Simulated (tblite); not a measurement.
# C5H9BO2: the cost of one run

Computed with tblite 0.8.0 and PySCF 2.14.0, with density-fitted response routines of our own, on a single molecule in the gas phase. Atoms are numbered from 0 throughout.

## 1. The starting structure

17 atoms, charge 0, multiplicity 1; geometry from: force field or distance geometry start.

Bonds of the start (Å): C0–C1 1.21, C1–C2 1.48, C2–C3 1.51, C3–C4 1.53, C2–B5 1.59, B5–O6 1.48, B5–O7 1.49, C0–H8 1.06, C2–H9 1.12, C3–H10 1.08, C3–H11 1.11, C4–H12 1.11, C4–H13 1.10, C4–H14 1.11, O6–H15 1.01, O7–H16 0.99.

## 2. Optimising the geometry with GFN2-xTB

What the job is given:

```
{"job": {"kind": "relax", "xc": "GFN2-xTB", "basis": "xTB"}, "charge": 0, "multiplicity": 1}
C      1.905000     2.076400     0.169700
C      1.059800     1.228300     0.335100
C      0.032800     0.183500     0.553500
C     -1.113100     0.487700    -0.389000
C     -2.255900    -0.526200    -0.255500
B      0.715700    -1.176700     0.080300
O      1.399200    -1.182800    -1.233300
O      1.416500    -1.929700     1.153600
H      2.634100     2.829200     0.035000
H     -0.309200     0.146400     1.615500
H     -1.476500     1.483900    -0.169900
H     -0.758600     0.435000    -1.434500
H     -3.100300    -0.130700    -0.862200
H     -1.951400    -1.492400    -0.678900
H     -2.523300    -0.567000     0.817100
H      2.122800    -0.488200    -1.136100
H      2.195200    -1.364400     1.389600
```

Run with:

```bash
$ OMP_NUM_THREADS=1 python probes_run.py task.json out
```

One launch serves the whole session: the jobs run in the order shown.

**Question.** How long does this first job take on 1 thread of Arm Neoverse N1, shared host, and how much memory does it need?

About 1.6 s, with a peak of 0.18 GiB.
